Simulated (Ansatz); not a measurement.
# C2H8OSi (SMILES CC[SiH2]O) at BLYP/cc-pVDZ

Aim: the electronic atomisation energy of C2H8OSi at BLYP/cc-pVDZ, from 5 runs. 

The calculation is run with Ansatz 0.2.0.

73 further runs of the same task are left out: 73 set aside as unsound or not needed.

## (1) The structure to begin with

C2H8OSi: 12 atoms, total charge 0, spin state singlet. As SMILES, `CC[SiH2]O`. Geometry: relaxed at PBE0-D4/def2-TZVP. This is one conformer, not always the lowest.

Bond lengths: C1–C2 1.526 Å, C2–Si3 1.868 Å, Si3–O4 1.653 Å, C1–H5 1.094 Å, C1–H6 1.093 Å, C1–H7 1.093 Å, C2–H8 1.096 Å, C2–H9 1.097 Å, Si3–H10 1.494 Å, Si3–H11 1.484 Å, O4–H12 0.957 Å. Some angles: C1–C2–Si3 113.6°, C2–Si3–O4 112.4°, C1–C2–H8 110.5°, C1–C2–H9 110.5°, Si3–C2–H8 108.4°, Si3–C2–H9 107.5°, C2–C1–H5 111.5°, C2–C1–H6 111.3°, C2–C1–H7 111.8°, C2–Si3–H10 108.7°.

## (2) The energy at BLYP/cc-pVDZ

Contents of in.yaml:

```yaml
crystal:
  periodic: [false, false, false]
  atoms:
    - symbol: C
      position_ang: [-1.462000, -0.315100, -0.130400]
    - symbol: C
      position_ang: [-0.193100, -0.595200, 0.670600]
    - symbol: Si
      position_ang: [1.348100, 0.138200, -0.088600]
    - symbol: O
      position_ang: [1.258000, 1.782700, -0.229600]
    - symbol: H
      position_ang: [-1.384700, -0.701300, -1.150800]
    - symbol: H
      position_ang: [-1.659100, 0.758300, -0.198700]
    - symbol: H
      position_ang: [-2.341400, -0.775300, 0.326800]
    - symbol: H
      position_ang: [-0.292100, -0.210900, 1.691700]
    - symbol: H
      position_ang: [-0.031100, -1.675800, 0.767200]
    - symbol: H
      position_ang: [1.555800, -0.473500, -1.435500]
    - symbol: H
      position_ang: [2.530600, -0.124900, 0.769100]
    - symbol: H
      position_ang: [0.748100, 2.137600, -0.957900]
basis:
  gaussian:
    orbitals: cc-pVDZ
hamiltonian:
  xc: {name: BLYP}
output:
  orbitals: {seedname: orbitals}
accuracy: high
```

On the command line:

```
$ ansatz run in.yaml --threads 1 --pin off --max-ram 3480MiB --events-out events.jsonl --progress --plain --runs-dir runs
```

Output:

```text
Warning: RAYON_NUM_THREADS=1 ignored (pool sized by the plan → 1); use --threads N
Functional definition: BLYP
  name "BLYP"
  parameter beta = 0.0042
  parameter a = 0.04918
  parameter b = 0.132
  parameter c = 0.2533
  parameter d = 0.349
  exchange = b88_x(beta = beta)
  correlation = lyp_c(a = a, b = b, c = c, d = d)
2427 factors; integrals over basis functions are off by at most 3.9e-9 eV
mean field evaluation 1: about -12113.5934 eV, gradient 8.1e1 eV
mean field evaluation 2: about -12077.4019 eV, gradient 1.5e2 eV
mean field evaluation 4: about -12127.5024 eV, gradient 1.3e1 eV
mean field evaluation 8: about -12127.8401 eV, gradient 5.0e-1 eV
mean field evaluation 16: about -12127.8407 eV, gradient 4.6e-5 eV
mean field -12127.84074643 eV, -445.6899268856 hartree, gradient 2.0e-8 eV, S^2 0.000000; 0 other end points of the search recorded, 0 dependent functions left out
reference -12127.84080829 eV, -445.6899291590 hartree; 21, 21 occupied and 79, 79 virtual orbitals, 2427 factors
Total energy: -12127.84080829 eV, -445.6899291590 hartree
```

Run time: 3.6 s. Hardware: 1 thread of AMD EPYC 9R45 (Zen 5), shared host; peak memory 0.31 GiB.

## (3) The C atom at the same level

Contents of molecule.yaml:

```yaml
basis:
  gaussian:
    orbitals: cc-pVDZ
crystal:
  periodic: [false, false, false]
  atoms:
    - {symbol: C, position_ang: [0.000000, 0.000000, 0.000000]}
magnetization:
  spin_polarized: true
  initial_magnetization: 2
hamiltonian:
  xc: {name: BLYP}
accuracy: high
```

Run the same way, it converges to -37.83784 Eh (log not shown).

## (4) The H atom

Contents of input.yaml:

```yaml
crystal:
  periodic: [false, false, false]
  atoms:
    - {symbol: H, position_ang: [0.000000, 0.000000, 0.000000]}
basis:
  gaussian: {orbitals: cc-pVDZ}
magnetization: {spin_polarized: true, initial_magnetization: 1}
hamiltonian: {xc: {name: BLYP}}
accuracy: high
```

Run the same way, it converges to -0.49640 Eh (log not shown).

## (5) The O atom, same level

Contents of job.yaml:

```yaml
crystal:
  periodic: [false, false, false]
  atoms:
    - {symbol: O, position_ang: [0.000000, 0.000000, 0.000000]}
basis:
  gaussian:
    orbitals: cc-pVDZ
hamiltonian:
  xc: {name: BLYP}
magnetization:
  spin_polarized: true
  initial_magnetization: 2
accuracy: high
```

Run the same way, it converges to -75.05452 Eh (log not shown).

## (6) The Si atom, same level

Contents of molecule.yaml:

```yaml
crystal:
  periodic: [false, false, false]
  atoms:
    - {symbol: Si, position_ang: [0.000000, 0.000000, 0.000000]}
basis:
  gaussian:
    orbitals: cc-pVDZ
accuracy: high
hamiltonian:
  xc: {name: BLYP}
magnetization:
  spin_polarized: true
  initial_magnetization: 2
total_charge: 0
```

Run the same way, it converges to -289.37230 Eh (log not shown).

## (7) Results

Level: BLYP/cc-pVDZ.

```
                     quantity          value
       molecule: total energy  -445.68993 Eh
        molecule: HOMO energy       -6.28 eV
        molecule: LUMO energy        0.12 eV
      molecule: HOMO–LUMO gap        6.39 eV
         C atom: total energy   -37.83784 Eh
                 C atom: ⟨S²⟩          2.002
         H atom: total energy    -0.49640 Eh
                 H atom: ⟨S²⟩          0.750
         O atom: total energy   -75.05452 Eh
                 O atom: ⟨S²⟩          2.002
        Si atom: total energy  -289.37230 Eh
                Si atom: ⟨S²⟩          2.002
electronic atomisation energy      43.979 eV
```

What this shows: Taking the molecule apart into free atoms costs 43.98 eV (1014 kcal/mol), before zero-point energy and without spin-orbit coupling.
